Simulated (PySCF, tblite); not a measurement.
**C4H8AsSi radical: geometry, infrared bands and EPR parameters**

Wanted: the infrared bands and EPR parameters of C4H8AsSi radical (`C#C[SiH2][As]([CH2])C`), by calculation.

Computed with tblite 0.8.0 and PySCF 2.14.0, with density-fitted response routines of our own, on a single molecule in the gas phase. Atoms are numbered from 0 throughout.

**1. The molecule as given**

14 atoms, charge 0, multiplicity 2; geometry from: force field or distance geometry start.

Bonds of the start (Å): C0–C1 1.21, C1–Si2 1.81, Si2–As3 2.34, As3–C4 1.98, As3–C5 1.98, C0–H6 1.05, Si2–H7 1.47, Si2–H8 1.47, C4–H9 1.11, C4–H10 1.11, C5–H11 1.11, C5–H12 1.11, C5–H13 1.11.

**2. Geometry optimisation with GFN2-xTB**

The job: settings as JSON, then the geometry in Å.

```
{"job": {"kind": "relax", "xc": "GFN2-xTB", "basis": "xTB"}, "charge": 0, "multiplicity": 2}
C      2.157400    -2.207900    -1.704200
C      1.824600    -1.282200    -1.001100
Si     1.354200     0.092400     0.083400
As    -0.586100     1.085400    -0.769600
C     -0.942900     2.028700     0.932700
C     -1.726000    -0.455000    -0.259300
H      2.429700    -3.008400    -2.332300
H      2.431200     1.097600     0.121000
H      1.098300    -0.407800     1.440700
H     -1.983600     2.421400     0.920800
H     -0.232700     2.872700     1.029900
H     -1.535200    -0.755900     0.797100
H     -2.792800    -0.169300    -0.357400
H     -1.496700    -1.312000    -0.928900
```

The run is started by

```console
> OMP_NUM_THREADS=1 python probes_run.py task.json out
```

The driver reads the jobs from task.json and runs them one after another.

The program printed:

```text
step      E/eV     max force
  0    -450.64850    2.221
  1    -450.76973    3.055
  2    -450.84206    2.763
  3    -450.91441    0.480
  4    -450.92744    0.429
  5    -450.96114    0.530
  6    -450.97343    0.345
  7    -450.98153    0.178
  8    -450.98425    0.152
  9    -450.98720    0.143
 10    -450.99052    0.195
 11    -450.99435    0.285
 12    -450.99867    0.311
 13    -451.00316    0.259
 14    -451.00723    0.187
 15    -451.01078    0.184
 16    -451.01407    0.196
 17    -451.01735    0.154
 18    -451.02008    0.127
 19    -451.02221    0.133
 20    -451.02427    0.127
 21    -451.02641    0.138
 22    -451.02813    0.102
 23    -451.02907    0.084
 24    -451.02962    0.066
 25    -451.03026    0.069
 26    -451.03111    0.083
 27    -451.03192    0.065
 28    -451.03241    0.060
 29    -451.03271    0.053
 30    -451.03303    0.060
 31    -451.03343    0.069
 32    -451.03385    0.067
 33    -451.03421    0.043
 34    -451.03451    0.049
 35    -451.03484    0.052
 36    -451.03522    0.056
 37    -451.03550    0.042
 38    -451.03563    0.027
 39    -451.03571    0.022
 40    -451.03578    0.026
 41    -451.03587    0.027
 42    -451.03599    0.025
 43    -451.03611    0.033
 44    -451.03623    0.033
 45    -451.03637    0.037
 46    -451.03651    0.031
 47    -451.03661    0.025
 48    -451.03666    0.023
 49    -451.03670    0.022
 50    -451.03674    0.020
 51    -451.03680    0.022
 52    -451.03687    0.028
 53    -451.03693    0.024
 54    -451.03697    0.015
 55    -451.03699    0.015
 56    -451.03702    0.019
 57    -451.03708    0.033
 58    -451.03718    0.043
 59    -451.03730    0.038
 60    -451.03742    0.026
 61    -451.03749    0.022
 62    -451.03755    0.022
 63    -451.03762    0.027
 64    -451.03768    0.018
 65    -451.03772    0.015
 66    -451.03775    0.013
 67    -451.03778    0.018
 68    -451.03780    0.015
 69    -451.03781    0.013
 70    -451.03782    0.007
```

Wall time 0.87 s (1 thread of AMD EPYC, shared host).

Relaxation path: (not every step is listed)

```tsv
step	energy from step 0 (eV)	largest force (eV/Å)
0	0.0000	2.2205
1	-0.1212	3.0547
2	-0.1936	2.7633
3	-0.2659	0.4801
4	-0.2789	0.4292
5	-0.3126	0.5303
6	-0.3249	0.3447
7	-0.3330	0.1783
8	-0.3357	0.1523
13	-0.3547	0.2593
18	-0.3716	0.1273
23	-0.3806	0.0844
28	-0.3839	0.0601
33	-0.3857	0.0430
38	-0.3871	0.0275
43	-0.3876	0.0328
48	-0.3882	0.0233
53	-0.3884	0.0239
58	-0.3887	0.0428
63	-0.3891	0.0266
65	-0.3892	0.0153
66	-0.3893	0.0132
67	-0.3893	0.0184
68	-0.3893	0.0149
69	-0.3893	0.0130
70	-0.3893	0.0075
```

Close pairs (by a distance rule), those that changed most:

```tsv
bond	before (Å)	after (Å)	change (Å)
As3–C4	1.979	1.862	-0.117
C1–Si2	1.813	1.851	+0.038
C4–H9	1.112	1.081	-0.032
Si2–As3	2.341	2.369	+0.029
C4–H10	1.107	1.082	-0.026
C5–H11	1.115	1.089	-0.025
C5–H13	1.111	1.089	-0.022
C5–H12	1.109	1.090	-0.019
```

The end geometry stands in the next job.

**3. Infrared spectrum with GFN2-xTB**

The job: settings as JSON, then the geometry in Å.

```
{"job": {"kind": "ir", "xc": "GFN2-xTB", "basis": "xTB"}, "charge": 0, "multiplicity": 2}
C      2.150893    -2.219353    -1.723166
C      1.895785    -1.314143    -0.972533
Si     1.439258     0.081502     0.154488
As    -0.553696     1.054459    -0.679624
C     -0.946966     2.166381     0.760637
C     -1.782230    -0.435130    -0.279960
H      2.384344    -3.011709    -2.376039
H      2.534761     1.062547     0.127618
H      1.309584    -0.487084     1.507854
H     -1.928548     2.150624     1.212150
H     -0.434717     3.113577     0.861292
H     -1.732138    -0.708174     0.773507
H     -2.807784    -0.146868    -0.511506
H     -1.529224    -1.307102    -0.881861
```

The program printed:

```text
mode    cm-1     km/mol
  1      25.5      0.19
  2      64.6      0.44
  3     123.3      0.36
  4     139.5      1.03
  5     143.1      0.59
  6     206.5      1.23
  7     206.8      1.80
  8     238.3      4.58
  9     261.8     17.51
 10     330.2      5.60
 11     389.6     35.64
 12     543.3     11.59
 13     548.8     49.43
 14     572.8     48.59
 15     624.5    157.58
 16     667.0     13.58
 17     681.7    196.72
 18     684.0     40.28
 19     710.4    130.69
 20     737.9     13.96
 21     765.5    234.25
 22     805.5     12.81
 23     835.8     44.60
 24    1311.2      1.27
 25    1381.9      4.45
 26    1461.0      0.58
 27    1467.8      2.62
 28    2154.0    323.77
 29    2179.9    290.98
 30    2191.7     12.82
 31    2975.6     40.48
 32    2979.7     21.57
 33    2991.3     26.73
 34    3026.3     54.90
 35    3053.7     51.63
 36    3346.4      0.23
```

It took 0.85 s on 1 thread of AMD EPYC, shared host.

Which atoms move in the most intense modes:

```tsv
cm⁻¹	km/mol	atoms
624	157.6	H8 38 %, H7 30 %, H6 13 %
682	196.7	H6 37 %, Si2 15 %, C4 12 %, C0 11 %
710	130.7	C4 53 %, H10 13 %, As3 11 %
766	234.2	H8 46 %, H7 44 %
2154	323.8	H8 95 %
2180	291.0	H7 95 %
3026	54.9	H10 55 %, H9 41 %
3054	51.6	H9 52 %, H10 38 %
```

**4. EPR parameters: B3LYP/def2-TZVP-core+pcH-1**

Settings changed since step 3:

```diff
@@ -1,2 +1,2 @@
-{"job": {"kind": "ir", "xc": "GFN2-xTB", "basis": "xTB"}, "charge": 0, "multiplicity": 2}
+{"job": {"kind": "epr", "basis": "pcH-1"}, "charge": 0, "multiplicity": 2}
 C      2.150893    -2.219353    -1.723166
```

With the program's defaults for keys left out, this is: UKS B3LYP, def2-TZVP-core on As, pcH-1 on C H Si, non-relativistic, mean-field spin-orbit, GIAO.

The program printed:

```text
UKS, coarse grid
  cycle   1  E = -2682.46680964  |g| = 1.41e+00
  cycle   2  E = -2682.38741686  |g| = 8.36e-01
  cycle   3  E = -2682.49500870  |g| = 4.70e-01
  cycle   4  E = -2682.57825926  |g| = 1.09e-01
  cycle   5  E = -2682.58477381  |g| = 2.69e-02
  cycle   6  E = -2682.58505918  |g| = 1.94e-02
  cycle   7  E = -2682.58524876  |g| = 7.68e-03
  cycle   8  E = -2682.58527996  |g| = 2.50e-03
  cycle   9  E = -2682.58528809  |g| = 1.20e-03
  cycle  10  E = -2682.58528983  |g| = 5.69e-04
UKS, final grid
  cycle   1  E = -2682.58529468  |g| = 1.94e-04
  cycle   2  E = -2682.58529465  |g| = 3.53e-04
  cycle   3  E = -2682.58529471  |g| = 7.39e-05
  cycle   4  E = -2682.58529471  |g| = 3.23e-05
  cycle   5  E = -2682.58529471  |g| = 1.48e-05
E = -2682.58529471 Eh   <S^2> = 0.7557 (exact 0.7500)
g shifts (ppm)      1          2          3
  rmc          -151       -151       -151
  gc              8         31         22
  oz_so       -3349        118       4786
  total       -3491         -1       4658
hyperfine (MHz)  atom isotope    a_iso     a_fc   dipolar eigenvalues
    0   13C       3.48       3.49     -1.21     -0.79      2.00
    1   13C       8.62       8.62     -1.24     -0.50      1.74
    2  29Si    -149.53    -149.70    -21.54     10.56     10.99
    3  75As     143.88     145.67    -43.26    -18.12     61.37
    4   13C     109.43     108.85    -70.62    -69.87    140.49
    5   13C       5.83       5.86     -1.17     -0.62      1.79
    6    1H      -0.78      -0.78     -0.84     -0.27      1.11
    7    1H      -2.53      -2.53     -1.83     -1.26      3.09
    8    1H       2.10       2.09     -2.45     -1.16      3.61
    9    1H     -50.93     -51.11    -33.42     -1.19     34.61
   10    1H     -44.06     -44.20    -33.06     -1.58     34.65
   11    1H       4.36       4.36     -2.43     -1.92      4.35
   12    1H      -0.45      -0.44     -1.88     -1.56      3.45
   13    1H      -2.17      -2.16     -1.41     -1.28      2.69
```

Wall time 4.2 min (1 thread of AMD EPYC, shared host); peak memory 1.3 GiB.

Principal g values 1.99883, 2.00232, 2.00698; g(iso) = 2.00271, against 2.00232 for a free electron.

Hyperfine couplings; where a row names several nuclei, a(iso) is their mean (it holds for fast rotation or exchange) and the dipolar term the largest among them:

```tsv
nuclei	isotope	a(iso) (MHz)	a(iso) (G, at g = 2.0023)	largest dipolar term (MHz)
Si2	29Si	-149.5	-53.4	-21.5
As3	75As	143.9	51.3	61.4
C4	13C	109.4	39.0	140.5
H9, H10	1H	-47.5	-16.9	34.6
C1	13C	8.6	3.1	1.7
C5	13C	5.8	2.1	1.8
C0	13C	3.5	1.2	2.0
H6	1H	-0.8	-0.3	1.1
H11, H12, H13	1H	0.6	0.2	4.4
H7, H8	1H	-0.2	-0.1	3.6
```

Mulliken spin populations:

C0 0.01; C1 0.00; Si2 0.08; As3 0.03; C4 0.94; C5 0.00; H6 0.00; H7 0.00; H8 0.01; H9 -0.04; H10 -0.03; H11 0.01; H12 0.00; H13 0.00

In first order the couplings over 0.8 MHz of 75As, 1H give 12 distinct lines over 187.9 G, if the averaged nuclei exchange fast.

The fields below are evaluated on a grid from the run's orbitals.

ELF in a plane through or near 8 of the atoms.

Ten even steps from '0' (0.00) to '9' (1.00):
```
0000000000000000000000000000
0000000000000000000000000000
0000000000146400000000000000
0000000001899960000000000000
0000000001999970003530000000
0000000000799940028981000000
0000001221377730049981000000
0000024567614163366751000000
0000146872951495684686200000
0001476282774862376999600000
0005997577631343333899500000
0008999677400168730032000000
0004997454003773462000000000
0000010110009994899300000000
0000000000029996999600000000
0000000000008952799200000000
0000000000000100132000000000
0000000000000000000000000000
0000000000000000000000000000
0000000000000000000000000000
```
The map spans 13.9 Å across and 10.4 Å up, centred on the molecule. Atoms in the plane (x, y in Å): C0 (-3.5, -0.2), C1 (-2.4, 0.4), C4 (2.4, 0.8), C5 (0.9, -1.6), H7 (-0.9, 2.6), H9 (3.2, 0.2), H12 (1.6, -2.3), H13 (-0.1, -2.1).

log10 of the density (e/Å³) in the same plane.

Ten even steps from ' ' (-4.0) to '@' (1.4):
```
                                                        
                    ....::....                          
                  ..::------::..                        
                ..::====++==--::..........              
              ..::--++******==--::--------::..          
          ..::----==++**##**++======++++++--::          
        ..::--======++**##**++====++****++==::..        
      ..::====++********%%##**++****####**==--..        
      ::--++****############******##@@####++==::        
    ..--==**##%%%%@@##********##**########++==::        
    ..==++####@@%%##**++++++**##**********++--..        
    ..==++######****++====++**####**++====--::..        
    ..--==++++++++====--++**##%%##**++--::....          
      ..::--------------++##########++==::              
        ....::::::::::--++**##**####++--::              
                    ..::====++++++++==--..              
                      ..::------------..                
                          ............                  
                                                        
                                                        
```
The map spans 13.9 Å across and 10.4 Å up, centred on the molecule. Atoms in the plane (x, y in Å): C0 (-3.5, -0.2), C1 (-2.4, 0.4), C4 (2.4, 0.8), C5 (0.9, -1.6), H7 (-0.9, 2.6), H9 (3.2, 0.2), H12 (1.6, -2.3), H13 (-0.1, -2.1).

On the surface of density 0.002 e/bohr³ the electrostatic potential runs, from the 1st to the 99th percentile, from -0.77 V near C1 to 1.46 V near H6.

The spin density lies nearest to C4 57 %; As3 13 %; H9, H10 about 9 % each; Si2 6 %.

**5. Outcome**

| quantity | value |
| --- | --- |
| strongest single infrared mode (GFN2-xTB) | 2154 cm⁻¹, 324 km/mol |
| zero-point energy (GFN2-xTB) | 58.4 kcal/mol |
| g(iso) (B3LYP) | 2.00271 |
| ⟨S²⟩ | 0.756 (exact 0.75) |
| largest a(iso) (averaged by class) | 29Si on Si2, -149.5 MHz |
| surface potential, 1st and 99th percentile | -0.77 V and 1.46 V |

**Reading.** Over 70 steps the energy fell by 0.389 eV; of the close pairs, As3–C4 changed most, 1.979 to 1.862 Å. All 36 modes are real, so the xTB geometry is a minimum. The strongest single mode, at 2154 cm⁻¹, moves mainly H8. Unscaled tight-binding wavenumbers are off by several per cent, some by more. Its intensities can rank the bands wrongly. C4 carries the largest spin population, 0.94 e. The isotropic g lies 0.4 ppt above the free-electron value. The hyperfine terms hold no scalar relativity, which the heavier nuclei need.
